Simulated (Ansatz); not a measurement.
# MoS2Cl2: up Jacob's ladder to CCSD(T)

One table from this session's results is given with a row withheld; the runs are named, their logs left out.

The runs use Ansatz 0.2.0, Gaussian basis; functionals in def2-TZVPP, the program's frozen cores in correlated methods.

Plan: LDA (SPW92), PBE-D4, revPBE-D4, BLYP-D4, r2SCAN-D4, B97M-V, PBE0-D4, B3LYP-D4, r2SCANh-D4, r2SCAN0-D4, HSE06-D4, BHLYP-D4, CAM-B3LYP-D4, LC-ωPBE, ωB97X-V, ωB97M-V, B2PLYP, PBE-QIDH; CCSD(T)/def2-SVP; CCSD(T)/def2-TZVPP; MP2/def2-QZVPP; extrapolation to the limit; RPA on PBE.

### The geometry

The geometry comes from an earlier relaxation with PBE0-D4 in a triple-zeta def2 set; it is a stationary point. Mo takes the def2 core potential; no spin-orbit term is included.

SMILES `[S]=[Mo](=[S])([Cl])[Cl]`, 5 atoms, charge 0, spin multiplicity 1.

Atoms are counted from 1 here; the program's logs count them from 0.

Bond lengths: S1–Mo2 2.084 Å, Mo2–S3 2.084 Å, Mo2–Cl4 2.230 Å, Mo2–Cl5 2.230 Å. Angles: S1–Mo2–S3 107.8°, S1–Mo2–Cl4 109.0°, S1–Mo2–Cl5 109.0°, S3–Mo2–Cl4 109.0°, S3–Mo2–Cl5 109.0°, Cl4–Mo2–Cl5 113.0°.

Set-up of the first run:

The input, in.yaml:

```yaml
crystal:
  periodic: [false, false, false]
  atoms:
    - {symbol: S, position_ang: [-0.248167, -0.333637, 2.035748]}
    - {symbol: Mo, position_ang: [0.010718, -0.015529, -0.007512]}
    - {symbol: S, position_ang: [1.620107, -1.181021, -0.635706]}
    - {symbol: Cl, position_ang: [-1.827147, -0.677351, -1.082879]}
    - {symbol: Cl, position_ang: [0.494390, 2.133940, -0.351052]}
basis:
  gaussian: {orbitals: def2-TZVPP}
hamiltonian: {xc: lda}
output: {orbitals: {seedname: orbitals}}
```

Run with:

```sh
> ansatz run in.yaml --threads 4 --pin off --events-out ev --progress --plain --max-ram 10444MiB
```

Steps of the session up to this table: LDA; PBE-D4 (GGA); revPBE-D4 (GGA); BLYP-D4 (GGA); r2SCAN-D4 (meta-GGA); B97M-V (meta-GGA); PBE0-D4 (hybrid); B3LYP-D4 (hybrid); r2SCANh-D4 (hybrid); r2SCAN0-D4 (hybrid); HSE06-D4 (hybrid); BHLYP-D4 (hybrid); CAM-B3LYP-D4 (range-separated); LC-ωPBE (range-separated); ωB97X-V (range-separated); ωB97M-V (range-separated); B2PLYP (double hybrid); PBE-QIDH (double hybrid).

One of the session's tables, all rows but one given; the rest of the session is left out.

It belongs to the step «Frontier levels by functional». 

```
  functional  HOMO (eV)  LUMO (eV)  gap (eV)
 LDA (SPW92)      -6.79      -4.75      2.05
      PBE-D4      -6.65      -4.57      2.09
   revPBE-D4      -6.60      -4.50      2.10
     BLYP-D4      -6.46      -4.41      2.05
   r2SCAN-D4      -6.94      -4.62      2.32
      B97M-V      -6.99      -4.59      2.40
     PBE0-D4      -7.77      -3.95      3.81
    B3LYP-D4      -7.52      -4.09      3.43
  r2SCANh-D4      -7.34      -4.37      2.97
  r2SCAN0-D4          ?          ?         ?
    HSE06-D4      -7.38      -4.32      3.06
    BHLYP-D4      -8.70      -3.11      5.59
CAM-B3LYP-D4      -8.94      -2.94      6.00
     LC-ωPBE     -10.24      -2.01      8.23
     ωB97X-V      -9.90      -2.01      7.89
     ωB97M-V      -9.72      -1.96      7.76
```

Q: Estimate the row for r2SCAN0-D4 from the others.

Worked estimate for «HOMO (eV)». Against the share of exact exchange, r2SCAN-D4 (0, -6.94), r2SCANh-D4 (0.1, -7.34) give a slope of -4.00 per unit share; at 0.25 the line stands at -7.94.

**Answer.** HOMO (eV): -7.95; LUMO (eV): -3.97; gap (eV): 3.97. In «HOMO (eV)» the line misses by +0.01.
